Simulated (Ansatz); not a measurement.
# Cu (Fm-3m): convergence test of the plane-wave cutoff in Python

How high a cutoff does Cu (Fm-3m) need? Aim: a convergence test of the plane-wave cutoff, for Cu (Fm-3m), run from a script.

Program: the Python package of Ansatz 0.2.0. Level of theory: DFT r2SCAN, plane waves, PAW. These are calculated values, not measurements.

### Step 1. The structure

The structure is cubic, space group Fm-3m (No. 225). The conventional cell has a = 3.615 Å, b = 3.615 Å, c = 3.615 Å, α = 90.00°, β = 90.00°, γ = 90.00°. Around Cu (site symmetry m-3m) lie 12 Cu at 2.56 Å.

The script reads POSCAR_cu:

```text
Cu
1.0
   0.00000000    1.80750000    1.80750000
   1.80750000    0.00000000    1.80750000
   1.80750000    1.80750000    0.00000000
Cu
1
Direct
   0.00000000    0.00000000    0.00000000
```

### Step 2. The script

The input, run_ecut.py:

```python
'''Cutoff test for Cu.'''

import warnings

import ansatz as az
from ase.io import read
from tabulate import tabulate

warnings.simplefilter('ignore', az.DeckWarning)

atoms = read('POSCAR_cu', format='vasp')
system = az.Crystal.from_ase(atoms)

job = (
    system.calculation()
    .functional(az.Functional.R2SCAN)
    .occupations('cold')
    .kpoints(16)
    .stress()
)

rows = []
for value in [250, 300, 350, 400]:
    report = job.basis(value).run(threads=1, backend='cpu').report
    rows.append((value, report['free_energy_ev'] / len(report['lattice']['sites']), report['n_iterations'], sum(report['stress_gpa'][i][i] for i in range(3)) / 3, report['n_pw']))

print(tabulate(rows, headers=['cutoff (eV)', 'F/atom (eV)', 'iterations', 'P (GPa)', 'plane waves'], floatfmt='.4f', tablefmt='github'))

# differences from the last row
for row in rows[:-1]:
    shift = 1000 * (row[1] - rows[-1][1])
    print(f'{row[0]}: {shift:+.2f} meV/atom' + ('  (within 5 meV)' if abs(shift) < 5 else ''))
```

### Step 3. Launch

On the command line:

```console
$ python run_ecut.py
```

Log:

```text
|   cutoff (eV) |   F/atom (eV) |   iterations |   P (GPa) |   plane waves |
|---------------|---------------|--------------|-----------|---------------|
|           250 |    -6628.7735 |            7 |   -1.5037 |           113 |
|           300 |    -6630.9879 |            6 |   -2.7802 |           137 |
|           350 |    -6631.2197 |            7 |   -4.5571 |           169 |
|           400 |    -6631.2283 |            6 |   -4.6529 |           181 |
250: +2454.78 meV/atom
300: +240.43 meV/atom
350: +8.65 meV/atom
```

It took 9.8 s on 1 thread of Arm Neoverse V1, shared host; peak memory 0.42 GiB.

### Step 4. The runs side by side

One row for each of the 4 runs:

```
run  cutoff (eV)  energy from run 4 (meV/atom)  pressure (GPa)  SCF cycles  CPU time (s)
  1          250                       2454.78           -1.50           7           1.8
  2          300                        240.43           -2.78           6           1.6
  3          350                          8.65           -4.56           7           2.3
  4          400                          0.00           -4.65           6           2.7
```

Energies are free energies F = E - TS of the smeared occupations. 

### Step 5. Outcome

```
                              quantity           value
                         runs compared               4
       last run but one, from the last  +8.65 meV/atom
within 5 meV/atom of the last run from  no earlier run
```

Runs 1, 2, 3, 4: each has a cutoff under the recommended one, so what rests on them isn't a property of the system. The last two runs still differ by 8.6 meV/atom, so the sweep hasn't reached convergence. The energy falls with every larger basis, as the variational principle has it. Pressure is positive in compression. Shifts are counted from the last row, which is itself no proven limit.
